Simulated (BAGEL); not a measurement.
**triplet BGeH3ClF at 3 levels**

Wanted: a comparison of 3 runs (UHF/STO-3G, ROHF/6-31G*, UHF/6-31G*) of triplet BGeH3ClF. 

The results are computed with BAGEL 1.2.2.

3 further runs of the same task are left out: 2 that didn't finish, 1 set aside as unsound or not needed.

### Step 1. The molecule

BGeH3ClF: 7 atoms, total charge 0, spin state triplet. SMILES of the parent species: `F[B](Cl)[GeH3]`. The shape is that of a PBE0-D4/def2-TZVP optimisation. That shape belongs to the parent species and isn't relaxed for this state.

Bond lengths: F1–B2 1.315 Å, B2–Cl3 1.753 Å, B2–Ge4 2.074 Å, Ge4–H5 1.536 Å, Ge4–H6 1.536 Å, Ge4–H7 1.536 Å. Angles: F1–B2–Cl3 117.1°, F1–B2–Ge4 122.0°, Cl3–B2–Ge4 120.8°, B2–Ge4–H5 111.7°, B2–Ge4–H6 109.3°, B2–Ge4–H7 109.3°, H5–Ge4–H6 109.2°, H5–Ge4–H7 109.2°, H6–Ge4–H7 108.1°.

### Step 2. The energy at UHF/STO-3G (density fitting with qzvpp-jkfit) (run 1)

hf.json

```json
{ "bagel" : [

{
  "title" : "molecule",
  "basis" : "sto-3g",
  "df_basis" : "qzvpp-jkfit",
  "angstrom" : "true",
  "geometry" : [
    { "atom" : "F", "xyz" : [    1.459300,   -1.647100,    0.372000 ] },
    { "atom" : "B", "xyz" : [    0.276900,   -1.076100,    0.436100 ] },
    { "atom" : "Cl", "xyz" : [   -0.998600,   -1.967600,    1.242900 ] },
    { "atom" : "Ge", "xyz" : [   -0.084700,    0.798500,   -0.374700 ] },
    { "atom" : "H", "xyz" : [    1.173300,    1.386400,   -1.030300 ] },
    { "atom" : "H", "xyz" : [   -0.565600,    1.746300,    0.734800 ] },
    { "atom" : "H", "xyz" : [   -1.199400,    0.691500,   -1.426500 ] }
  ]
},
{
  "title" : "uhf",
  "nopen" : 2
},
{
  "title" : "print",
  "file" : "orbitals.molden",
  "orbitals" : "true"
}

]}
```

The run is started by

```
$ BAGEL_NUM_THREADS=1 BAGEL hf.json > hf.out
```

The log of the run:

```text
* using 1 threads per process

  ===============================================================
  ===============================================================

  *** Geometry ***

  { "atom" : "F", "xyz" : [      2.757677,     -3.112568,      0.702978 ] },
  { "atom" : "B", "xyz" : [      0.523265,     -2.033534,      0.824110 ] },
  { "atom" : "Cl", "xyz" : [     -1.887081,     -3.718225,      2.348741 ] },
  { "atom" : "Ge", "xyz" : [     -0.160060,      1.508946,     -0.708080 ] },
  { "atom" : "H", "xyz" : [      2.217216,      2.619916,     -1.946985 ] },
  { "atom" : "H", "xyz" : [     -1.068829,      3.300029,      1.388571 ] },
  { "atom" : "H", "xyz" : [     -2.266538,      1.306746,     -2.695694 ] },

  Number of auxiliary basis functions:      600

  Since a DF basis is specified, we compute 2- and 3-index integrals:
    o Being stored without compression. Storage requirement is 0.008 GB

  Number of basis functions:       40
  Number of electrons      :       66

    * METHOD: MOLECULE                             0.25

  *** Open-shell HF ***

  === Nuclear Repulsion ===
   299.7447370448

      * DIIS with orbital gradients will be used.

  === UHF iteration (sto-3g) ===
      0      -2630.31159062          0.01880939           0.10
      1      -2630.38143920          0.00606314           0.09
      2      -2630.38876326          0.00191692           0.09
      3      -2630.38982987          0.00078216           0.10
      4      -2630.39024786          0.00033083           0.10
      5      -2630.39038616          0.00018827           0.09
      6      -2630.39044294          0.00007877           0.09
      7      -2630.39045372          0.00003234           0.09
      8      -2630.39045638          0.00000986           0.10
      9      -2630.39045664          0.00000405           0.10
     10      -2630.39045671          0.00000227           0.10
     11      -2630.39045673          0.00000083           0.10
     12      -2630.39045673          0.00000030           0.10
     13      -2630.39045673          0.00000015           0.10
     14      -2630.39045673          0.00000005           0.10
     15      -2630.39045673          0.00000002           0.10
     16      -2630.39045673          0.00000001           0.10
    * SCF iteration converged.

    * S^2 (UHF) is 2.0075

    * Permanent dipole moment:
           (   -0.301286,    -1.435946,     0.790271) a.u.

    * METHOD: UHF                                  1.76

    * METHOD: PRINT                                0.00

  ===============================================================
```

It took 2.2 s on 1 thread of Arm Neoverse V2, shared host.

### Step 3. The energy at ROHF/6-31G(d) (density fitting with qzvpp-jkfit, spherical functions) (run 2)

input.json

```json
{ "bagel": [

{
  "title": "molecule",
  "basis": "6-31gs.json",
  "df_basis": "qzvpp-jkfit",
  "angstrom": "true",
  "geometry": [
    { "atom": "F", "xyz": [       1.459300,      -1.647100,       0.372000 ] },
    { "atom": "B", "xyz": [       0.276900,      -1.076100,       0.436100 ] },
    { "atom": "Cl", "xyz": [      -0.998600,      -1.967600,       1.242900 ] },
    { "atom": "Ge", "xyz": [      -0.084700,       0.798500,      -0.374700 ] },
    { "atom": "H", "xyz": [       1.173300,       1.386400,      -1.030300 ] },
    { "atom": "H", "xyz": [      -0.565600,       1.746300,       0.734800 ] },
    { "atom": "H", "xyz": [      -1.199400,       0.691500,      -1.426500 ] }
  ]
},

{
  "title": "rohf",
  "nopen": 2
},

{
  "title": "print",
  "file": "orbitals.molden",
  "orbitals": "true"
}

]}
```

The basis set 6-31G* is read from a file made from the Basis Set Exchange's data (not shown).

The run is started by

```
$ BAGEL_NUM_THREADS=1 BAGEL input.json > input.out
```

The log of the run:

```text
* using 1 threads per process

  ===============================================================
  ===============================================================

  *** Geometry ***

  { "atom" : "F", "xyz" : [      2.757677,     -3.112568,      0.702978 ] },
  { "atom" : "B", "xyz" : [      0.523265,     -2.033534,      0.824110 ] },
  { "atom" : "Cl", "xyz" : [     -1.887081,     -3.718225,      2.348741 ] },
  { "atom" : "Ge", "xyz" : [     -0.160060,      1.508946,     -0.708080 ] },
  { "atom" : "H", "xyz" : [      2.217216,      2.619916,     -1.946985 ] },
  { "atom" : "H", "xyz" : [     -1.068829,      3.300029,      1.388571 ] },
  { "atom" : "H", "xyz" : [     -2.266538,      1.306746,     -2.695694 ] },

  Number of auxiliary basis functions:      600

  Since a DF basis is specified, we compute 2- and 3-index integrals:
    o Being stored without compression. Storage requirement is 0.034 GB

  Number of basis functions:       84
  Number of electrons      :       66

    * METHOD: MOLECULE                             0.35

  *** Open-shell HF ***

  === Nuclear Repulsion ===
   299.7447370448

      * DIIS with orbital gradients will be used.

  === ROHF iteration (6-31gs.json) ===
      0      -2660.18390759          0.02692237           0.23
      1      -2660.27536535          0.01787739           0.23
      2      -2660.30304226          0.01113218           0.23
      3      -2660.31916584          0.00152192           0.22
      4      -2660.32062384          0.00053568           0.23
      5      -2660.32106710          0.00024579           0.23
      6      -2660.32117561          0.00008428           0.23
      7      -2660.32121611          0.00003432           0.22
      8      -2660.32122446          0.00001500           0.22
      9      -2660.32122671          0.00000551           0.23
     10      -2660.32122738          0.00000247           0.23
     11      -2660.32122752          0.00000106           0.23
     12      -2660.32122748          0.00000040           0.23
     13      -2660.32122749          0.00000021           0.22
     14      -2660.32122750          0.00000011           0.23
     15      -2660.32122751          0.00000005           0.23
     16      -2660.32122752          0.00000002           0.23
     17      -2660.32122752          0.00000001           0.23
    * SCF iteration converged.

    * S^2 (ROHF) is 2.0000

    * Permanent dipole moment:
           (    0.107796,    -1.431407,     0.668774) a.u.

    * METHOD: ROHF                                 4.40

    * METHOD: PRINT                                0.01

  ===============================================================
```

Run time: 5.1 s. Hardware: 1 thread of Arm Neoverse V2, shared host.

### Step 4. The energy at UHF/6-31G(d) (density fitting with qzvpp-jkfit, spherical functions) (run 3)

calc.json

```json
{ "bagel" : [

{
  "title" : "molecule",
  "basis" : "6-31gs.json",
  "df_basis" : "qzvpp-jkfit",
  "angstrom" : "true",
  "geometry" : [
    { "atom" : "F", "xyz" : [       1.459300,      -1.647100,       0.372000 ] },
    { "atom" : "B", "xyz" : [       0.276900,      -1.076100,       0.436100 ] },
    { "atom" : "Cl", "xyz" : [      -0.998600,      -1.967600,       1.242900 ] },
    { "atom" : "Ge", "xyz" : [      -0.084700,       0.798500,      -0.374700 ] },
    { "atom" : "H", "xyz" : [       1.173300,       1.386400,      -1.030300 ] },
    { "atom" : "H", "xyz" : [      -0.565600,       1.746300,       0.734800 ] },
    { "atom" : "H", "xyz" : [      -1.199400,       0.691500,      -1.426500 ] }
  ]
},

{
  "title" : "uhf",
  "nopen" : 2
},

{
  "title" : "print",
  "file" : "orbitals.molden",
  "orbitals" : "true"
}

]}
```

The basis set 6-31G* is read from a file made from the Basis Set Exchange's data (not shown).

The run is started by

```
$ BAGEL_NUM_THREADS=1 BAGEL calc.json > calc.out
```

The log of the run:

```text
* using 1 threads per process

  ===============================================================
  ===============================================================

  *** Geometry ***

  { "atom" : "F", "xyz" : [      2.757677,     -3.112568,      0.702978 ] },
  { "atom" : "B", "xyz" : [      0.523265,     -2.033534,      0.824110 ] },
  { "atom" : "Cl", "xyz" : [     -1.887081,     -3.718225,      2.348741 ] },
  { "atom" : "Ge", "xyz" : [     -0.160060,      1.508946,     -0.708080 ] },
  { "atom" : "H", "xyz" : [      2.217216,      2.619916,     -1.946985 ] },
  { "atom" : "H", "xyz" : [     -1.068829,      3.300029,      1.388571 ] },
  { "atom" : "H", "xyz" : [     -2.266538,      1.306746,     -2.695694 ] },

  Number of auxiliary basis functions:      600

  Since a DF basis is specified, we compute 2- and 3-index integrals:
    o Being stored without compression. Storage requirement is 0.034 GB

  Number of basis functions:       84
  Number of electrons      :       66

    * METHOD: MOLECULE                             0.35

  *** Open-shell HF ***

  === Nuclear Repulsion ===
   299.7447370448

      * DIIS with orbital gradients will be used.

  === UHF iteration (6-31gs.json) ===
      0      -2660.18390759          0.02692237           0.23
      1      -2660.27984003          0.01777775           0.22
      2      -2660.30772341          0.01099207           0.23
      3      -2660.32294682          0.00135512           0.21
      4      -2660.32441764          0.00049044           0.21
      5      -2660.32470521          0.00025947           0.22
      6      -2660.32482763          0.00010642           0.22
      7      -2660.32485491          0.00005218           0.22
      8      -2660.32486179          0.00002497           0.22
      9      -2660.32486383          0.00000819           0.22
     10      -2660.32486400          0.00000435           0.23
     11      -2660.32486406          0.00000244           0.22
     12      -2660.32486407          0.00000122           0.22
     13      -2660.32486408          0.00000058           0.22
     14      -2660.32486408          0.00000026           0.22
     15      -2660.32486408          0.00000016           0.22
     16      -2660.32486408          0.00000009           0.21
     17      -2660.32486408          0.00000005           0.21
     18      -2660.32486408          0.00000002           0.21
     19      -2660.32486408          0.00000001           0.22
     20      -2660.32486408          0.00000001           0.22
    * SCF iteration converged.

    * S^2 (UHF) is 2.0106

    * Permanent dipole moment:
           (    0.118475,    -1.432979,     0.666350) a.u.

    * METHOD: UHF                                  4.87

    * METHOD: PRINT                                0.01

  ===============================================================
```

Wall time 5.4 s (1 thread of Arm Neoverse V2, shared host).

### Step 5. All runs side by side

```tsv
run	level	energy (Eh)	dipole moment (D)	⟨S²⟩	wall time
1	UHF/STO-3G (density fitting with qzvpp-jkfit)	-2630.390457	4.24	2.007	2.2 s
2	ROHF/6-31G* (density fitting with qzvpp-jkfit, spherical functions)	-2660.321228	4.03	2.000	5.1 s
3	UHF/6-31G* (density fitting with qzvpp-jkfit, spherical functions)	-2660.324864	4.03	2.011	5.4 s
```

### Step 6. What came out

| quantity | value |
| --- | --- |
| run 3: total energy | -2660.32486 Eh |
| run 3: dipole moment | 4.03 D |
| run 3: ⟨S²⟩ | 2.011 |

What this shows: The dipole moment (its size) runs from 4.03 D (ROHF/6-31G*) to 4.24 D (UHF/STO-3G). The two ends differ in method and basis. In run 1 the basis is minimal, so the values are rough. All runs together took 13 s, the longest 5.4 s.
